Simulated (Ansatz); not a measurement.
What does this script print? It uses Ansatz's Python interface.

The script, `run_kconv.py`:
```python
'''Convergence of TiAu with the k-point mesh.'''

import csv
import warnings

import ansatz as az
import numpy as np

warnings.simplefilter('ignore', az.DeckWarning)

vectors = np.array([
    [3.322262, 0.0, 0.0],
    [0.0, 3.322262, 0.0],
    [0.0, 0.0, 6.102922],
])
cell = (
    az.Lattice.of(vectors)
    .atom('Ti', (0.0, 0.5, 0.864499))
    .atom('Ti', (0.5, 0.0, 0.135501))
    .atom('Au', (0.0, 0.5, 0.360345))
    .atom('Au', (0.5, 0.0, 0.639655))
)

calculation = cell.calculation()
calculation = calculation.functional('LDA')
calculation = calculation.pseudopotentials('paw')
calculation = calculation.basis(34 * az.Ry)
calculation = calculation.occupations('fermi_dirac')

rows = []
for value in [0.8, 0.6, 0.5, 0.4, 0.33]:
    report = calculation.kpoints(spacing=value).run(threads=1, pin='off').report
    rows.append((value, report['free_energy_ev'] / len(report['lattice']['sites']), report['n_iterations'], report['n_kpoints']))

with open('kconv.csv', 'w', newline='') as handle:
    writer = csv.writer(handle)
    writer.writerow(['spacing (1/A)', 'F/atom (eV)', 'iterations', 'k-points'])
    writer.writerows([round(v, 5) if isinstance(v, float) else v for v in row] for row in rows)

# differences from the last row
for row in rows[:-1]:
    shift = 1000 * (row[1] - rows[-1][1])
    print(f'{row[0]}: {shift:+.2f} meV/atom' + ('  (within 5 meV)' if abs(shift) < 5 else ''))
```

`python run_kconv.py` gives:
```text
0.8: +36.52 meV/atom
0.6: -11.52 meV/atom
0.5: -10.83 meV/atom
0.4: +5.81 meV/atom
```

It writes `kconv.csv`:
```csv
spacing (1/A),F/atom (eV),iterations,k-points
0.8,-7658.07204,6,6
0.6,-7658.12008,6,12
0.5,-7658.1194,7,12
0.4,-7658.10276,7,12
0.33,-7658.10856,7,30
```

What to keep in mind:
- Spin-orbit coupling, which matters for elements this heavy, is left out.
- This cell is a computed structure, which may not be the phase found in nature.
- Shifts are counted from the finest mesh, which is itself no proven limit.
- The whole script took 9 s on 1 thread of Arm Neoverse V1 (shared host), peak memory 0.43 GiB.
